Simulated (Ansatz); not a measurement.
# C4H9CuO: small, medium and large basis sets

One table from this session's results is given with a row withheld; the runs are named, their logs left out.

Program: Ansatz 0.2.0, Gaussian basis. Level of theory: one geometry, several basis sets. These are calculated values, not measurements.

The runs, in order: PBE0-D4/def2-SVP; ωB97M-V/def2-SVP; PBE0-D4/def2-QZVPP; ωB97M-V/def2-QZVPP; the functionals' def2-TZVPP values are taken from earlier runs.

## The geometry

All runs share one geometry, relaxed beforehand with PBE0-D4 in a triple-zeta def2 set.

SMILES `CC(C)(C)[O][Cu]`, 15 atoms, charge 0, spin multiplicity 1.

Atoms are counted from 1 here; the program's logs count them from 0.

Bond lengths: C1–C2 1.526 Å, C1–H7 1.092 Å, C1–H8 1.094 Å, C1–H9 1.097 Å, C2–C3 1.530 Å, C2–C4 1.526 Å, C2–O5 1.398 Å, C3–H10 1.092 Å, C3–H11 1.093 Å, C3–H12 1.092 Å, C4–H13 1.092 Å, C4–H14 1.094 Å, C4–H15 1.097 Å, O5–Cu6 1.798 Å. Angles: C2–C1–H7 109.9°, C2–C1–H8 112.3°, C2–C1–H9 109.8°, H7–C1–H8 108.7°, H7–C1–H9 108.1°, H8–C1–H9 108.0°, C1–C2–C3 109.6°, C1–C2–C4 109.8°, C1–C2–O5 110.9°, C3–C2–C4 109.6°, C3–C2–O5 106.0°, C4–C2–O5 110.9°, C2–C3–H10 109.8°, C2–C3–H11 111.4°, C2–C3–H12 109.8°, H10–C3–H11 108.8°, H10–C3–H12 108.2°, H11–C3–H12 108.8° and more.

Set-up of the first run:

in.yaml

```yaml
crystal:
  periodic: [false, false, false]
  atoms:
    - {symbol: C, position_ang: [-0.479295, -0.597002, 1.207171]}
    - {symbol: C, position_ang: [0.123129, 0.195742, 0.050099]}
    - {symbol: C, position_ang: [1.452909, -0.434920, -0.367193]}
    - {symbol: C, position_ang: [-0.839093, 0.194011, -1.134930]}
    - {symbol: O, position_ang: [0.424519, 1.502917, 0.445266]}
    - {symbol: Cu, position_ang: [-0.898780, 2.580619, 1.012134]}
    - {symbol: H, position_ang: [0.193122, -0.567821, 2.067299]}
    - {symbol: H, position_ang: [-0.664797, -1.641843, 0.941528]}
    - {symbol: H, position_ang: [-1.434934, -0.148811, 1.505704]}
    - {symbol: H, position_ang: [1.893607, 0.139705, -1.184089]}
    - {symbol: H, position_ang: [1.318652, -1.468926, -0.695697]}
    - {symbol: H, position_ang: [2.148424, -0.420192, 0.474094]}
    - {symbol: H, position_ang: [-0.424199, 0.789398, -1.951134]}
    - {symbol: H, position_ang: [-1.040426, -0.815952, -1.503859]}
    - {symbol: H, position_ang: [-1.794840, 0.642375, -0.836994]}
basis:
  gaussian: {orbitals: def2-SVP}
hamiltonian: {xc: pbe0, dispersion: d4}
output: {orbitals: {seedname: orbitals}}
```

Command:

```console
ansatz run in.yaml --threads 2 --pin off --events-out ev --progress --plain --max-ram 22528MiB --backend cpu
```

Steps of the session up to this table: PBE0-D4 in def2-SVP; ωB97M-V in def2-SVP; PBE0-D4 in def2-QZVPP; ωB97M-V in def2-QZVPP.

One of the session's tables, all rows but one given; the rest of the session is left out.

```
functional       basis  HOMO (eV)  LUMO (eV)
   PBE0-D4    def2-SVP      -5.86      -2.17
   PBE0-D4  def2-TZVPP      -6.26      -2.50
   PBE0-D4  def2-QZVPP      -6.29      -2.50
   ωB97M-V    def2-SVP      -8.23      -0.61
   ωB97M-V  def2-TZVPP          ?          ?
   ωB97M-V  def2-QZVPP      -8.66      -1.02
```

**Question.** Estimate the row for ωB97M-V, def2-TZVPP.

As computed: HOMO (eV): -8.62; LUMO (eV): -0.94. In the column «HOMO (eV)» it lies between ωB97M-V, def2-QZVPP (-8.66) and ωB97M-V, def2-SVP (-8.23).
